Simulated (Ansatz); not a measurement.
# CH₃CuF₃OP: how energies converge with the basis set

How large a basis does CH₃CuF₃OP need? Two functionals are run in growing sets.

Computed with Ansatz 0.2.0, Gaussian basis. Level: one geometry, several basis sets.

Levels to be run: PBE0-D4/def2-SVP; ωB97M-V/def2-SVP; PBE0-D4/def2-QZVPP; ωB97M-V/def2-QZVPP; the functionals' def2-TZVPP values are taken from earlier runs.

### Step 1. Structure used throughout

The geometry comes from an earlier relaxation with PBE0-D4 in a triple-zeta def2 set; it is a stationary point, not always the lowest conformer.

SMILES `C[O][Cu-][P+](F)(F)F`, 10 atoms, charge 0, spin multiplicity 1.

Atoms are counted from 1 here; the program's logs count them from 0.

Bond lengths: C1–O2 1.386 Å, C1–H8 1.099 Å, C1–H9 1.101 Å, C1–H10 1.101 Å, O2–Cu3 1.764 Å, Cu3–P4 2.088 Å, P4–F5 1.549 Å, P4–F6 1.549 Å, P4–F7 1.549 Å. Angles: O2–C1–H8 109.8°, O2–C1–H9 112.9°, O2–C1–H10 113.0°, H8–C1–H9 106.9°, H8–C1–H10 106.9°, H9–C1–H10 107.0°, C1–O2–Cu3 132.8°, O2–Cu3–P4 177.7°, Cu3–P4–F5 119.1°, Cu3–P4–F6 117.6°, Cu3–P4–F7 118.3°, F5–P4–F6 99.5°, F5–P4–F7 99.4°, F6–P4–F7 99.1°.

### Step 2. PBE0-D4 in def2-SVP

File in.yaml:

```yaml
crystal:
  periodic: [false, false, false]
  atoms:
    - {symbol: C, position_ang: [0.349005, -1.957233, 1.482013]}
    - {symbol: O, position_ang: [0.938992, -0.865417, 0.864291]}
    - {symbol: Cu, position_ang: [0.310880, 0.393251, -0.199713]}
    - {symbol: P, position_ang: [-0.355804, 1.919947, -1.458495]}
    - {symbol: F, position_ang: [0.572533, 3.129587, -1.731014]}
    - {symbol: F, position_ang: [-1.646422, 2.674060, -1.052499]}
    - {symbol: F, position_ang: [-0.732465, 1.557132, -2.916777]}
    - {symbol: H, position_ang: [1.094201, -2.486832, 2.092454]}
    - {symbol: H, position_ang: [-0.055172, -2.688134, 0.764219]}
    - {symbol: H, position_ang: [-0.475747, -1.676371, 2.155512]}
basis:
  gaussian: {orbitals: def2-SVP}
hamiltonian: {xc: pbe0, dispersion: d4}
output: {orbitals: {seedname: orbitals}}
```

Launch:

```
$ ansatz run in.yaml --threads 4 --pin off --events-out ev --progress --plain --max-ram 11315MiB
```

After this run come: ωB97M-V in def2-SVP; PBE0-D4 in def2-QZVPP; ωB97M-V in def2-QZVPP.

**Question.** What will the summary of the whole plan be? Wanted: PBE0-D4: double and triple zeta above quadruple; ωB97M-V: double and triple zeta above quadruple.

**Answer**, as computed:

```
                                       quantity           value
PBE0-D4: double and triple zeta above quadruple  26.88, 2.13 eV
ωB97M-V: double and triple zeta above quadruple  27.09, 2.04 eV
```

What this shows: PBE0-D4 gains 24.75 eV from double to triple zeta, then 2.13 eV more. Total energies overstate the basis error of differences, where much of it tends to cancel. The LUMO of ωB97M-V is positive and keeps falling with the basis (1.00 to 0.05 eV): an unbound level that the basis holds in place.
